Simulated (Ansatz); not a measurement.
# BGeH6NO2: small, medium and large basis sets

One table from this session's results is given with a row withheld; the runs are named, their logs left out.

Computed with Ansatz 0.2.0, Gaussian basis. Level: one geometry, several basis sets.

The runs, in order: PBE0-D4/def2-SVP; ωB97M-V/def2-SVP; PBE0-D4/def2-QZVPP; ωB97M-V/def2-QZVPP; the functionals' def2-TZVPP values are taken from earlier runs.

## Structure used throughout

The geometry comes from an earlier relaxation with PBE0-D4 in a triple-zeta def2 set; it is a stationary point, not always the lowest conformer.

SMILES `[NH2][GeH2][B](O)O`, 11 atoms, charge 0, spin multiplicity 1.

Atoms are counted from 1 here; the program's logs count them from 0.

Bond lengths: N1–Ge2 1.853 Å, N1–H6 1.012 Å, N1–H7 1.013 Å, Ge2–B3 2.091 Å, Ge2–H8 1.543 Å, Ge2–H9 1.546 Å, B3–O4 1.366 Å, B3–O5 1.357 Å, O4–H10 0.959 Å, O5–H11 0.965 Å. Angles: Ge2–N1–H6 112.0°, Ge2–N1–H7 111.7°, H6–N1–H7 106.9°, N1–Ge2–B3 115.3°, N1–Ge2–H8 106.1°, N1–Ge2–H9 106.1°, B3–Ge2–H8 110.6°, B3–Ge2–H9 110.8°, H8–Ge2–H9 107.7°, Ge2–B3–O4 124.9°, Ge2–B3–O5 117.2°, O4–B3–O5 117.8°, B3–O4–H10 114.3°, B3–O5–H11 112.3°.

The first run:

in.yaml

```yaml
crystal:
  periodic: [false, false, false]
  atoms:
    - {symbol: N, position_ang: [-2.111915, -0.087772, 0.611020]}
    - {symbol: Ge, position_ang: [-0.301959, -0.266778, 0.968043]}
    - {symbol: B, position_ang: [0.966422, 0.071875, -0.658983]}
    - {symbol: O, position_ang: [2.252246, 0.522823, -0.566958]}
    - {symbol: O, position_ang: [0.469468, -0.178206, -1.896910]}
    - {symbol: H, position_ang: [-2.354219, 0.857402, 0.341441]}
    - {symbol: H, position_ang: [-2.406242, -0.694356, -0.144574]}
    - {symbol: H, position_ang: [-0.114214, -1.697713, 1.513305]}
    - {symbol: H, position_ang: [0.006822, 0.718124, 2.118741]}
    - {symbol: H, position_ang: [2.544950, 0.700954, 0.328277]}
    - {symbol: H, position_ang: [1.114142, -0.003354, -2.592900]}
basis:
  gaussian: {orbitals: def2-SVP}
hamiltonian: {xc: pbe0, dispersion: d4}
output: {orbitals: {seedname: orbitals}}
```

Among the steps run: PBE0-D4 in def2-SVP; ωB97M-V in def2-SVP; PBE0-D4 in def2-QZVPP; ωB97M-V in def2-QZVPP.

One of the session's tables, all rows but one given; the rest of the session is left out.

It belongs to the step «Functionals by basis». 

```
functional       basis  HOMO (eV)  LUMO (eV)
   PBE0-D4    def2-SVP          ?          ?
   PBE0-D4  def2-TZVPP      -6.84      -0.12
   PBE0-D4  def2-QZVPP      -6.89      -0.26
   ωB97M-V    def2-SVP      -8.80       2.13
   ωB97M-V  def2-TZVPP      -9.09       1.65
   ωB97M-V  def2-QZVPP      -9.14       1.26
```

Q: Estimate the row for PBE0-D4, def2-SVP from the others.

**Answer.** HOMO (eV): -6.56; LUMO (eV): 0.17. In the column «HOMO (eV)» it is the highest.
